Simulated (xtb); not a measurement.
# CH7AsOSi2 (SMILES C[Si@@H]1O[SiH2][As@@H]1): GFN1-xTB

We compute a structure relaxation of CH7AsOSi2. 

The results are computed with xtb 6.7.1.

5 further runs of the same task are left out: 5 set aside as unsound or not needed.

### 1 The structure to begin with

CH7AsOSi2 has 12 atoms, charge 0, and is taken as a singlet. As SMILES, `C[Si@@H]1O[SiH2][As@@H]1`. Geometry: a GFN2-xTB relaxation, a rough one for these elements and not checked as a minimum. The run starts from this shape.

Bond lengths: C1–Si2 1.894 Å, Si2–O3 1.654 Å, O3–Si4 1.653 Å, Si2–As5 2.365 Å, Si4–As5 2.352 Å, C1–H6 1.085 Å, C1–H7 1.086 Å, C1–H8 1.085 Å, Si2–H9 1.469 Å, Si4–H10 1.462 Å, Si4–H11 1.463 Å, As5–H12 1.516 Å. Some angles: C1–Si2–O3 109.2°, C1–Si2–As5 119.8°, O3–Si2–As5 91.0°, Si2–O3–Si4 108.2°, O3–Si4–As5 91.5°, Si2–As5–Si4 69.2°, C1–Si2–H9 112.4°, O3–Si2–H9 104.8°, As5–Si2–H9 116.0°, Si2–C1–H6 110.1°.

### 2 A geometry optimisation at GFN1-xTB

The input, input.xyz:

```xyz
12
CH7AsOSi2
C     -1.26367     0.83382     1.30533
Si     0.15199    -0.32573     0.81511
O      1.22801     0.49889    -0.13282
Si     1.36495    -0.29903    -1.57391
As    -0.18225    -1.93237    -0.88732
H     -1.94380     0.32601     1.98122
H     -1.83119     1.16335     0.43961
H     -0.88545     1.71592     1.81168
H      0.93743    -0.76986     1.97459
H      1.01725     0.68608    -2.59605
H      2.76288    -0.72294    -1.66286
H     -1.35617    -1.17413    -1.47458
```

Started as:

```
xtb input.xyz -o vtight --gfn1 | tee input.out
```

Q: Predict the results. Wanted: total energy at the end; dipole moment; HOMO energy; LUMO energy; HOMO–LUMO gap; dispersion energy.

Computed results:

Level: GFN1-xTB.

| quantity | value |
| --- | --- |
| total energy at the end | -16.79550 Eh |
| dipole moment | 1.68 D |
| HOMO energy | -10.16 eV |
| LUMO energy | -5.77 eV |
| HOMO–LUMO gap | 4.40 eV |
| dispersion energy | -13.90 kJ/mol |

What this shows: At the final geometry: Bond lengths: C1–Si2 1.915 Å, Si2–O3 1.685 Å, O3–Si4 1.675 Å, Si2–As5 2.377 Å, Si4–As5 2.363 Å, C1–H6 1.095 Å, C1–H7 1.096 Å, C1–H8 1.096 Å, Si2–H9 1.455 Å, Si4–H10 1.454 Å, Si4–H11 1.454 Å, As5–H12 1.500 Å. Some angles: C1–Si2–O3 110.1°, C1–Si2–As5 123.4°, O3–Si2–As5 92.2°, Si2–O3–Si4 105.0°, O3–Si4–As5 93.0°, Si2–As5–Si4 68.4°, C1–Si2–H9 106.7°, O3–Si2–H9 105.5°, As5–Si2–H9 116.5°, Si2–C1–H6 113.0°. The optimisation took 19 steps and changed the energy by -0.103 eV. Mulliken charges run from -0.43 on O3 to +0.35 on Si2.
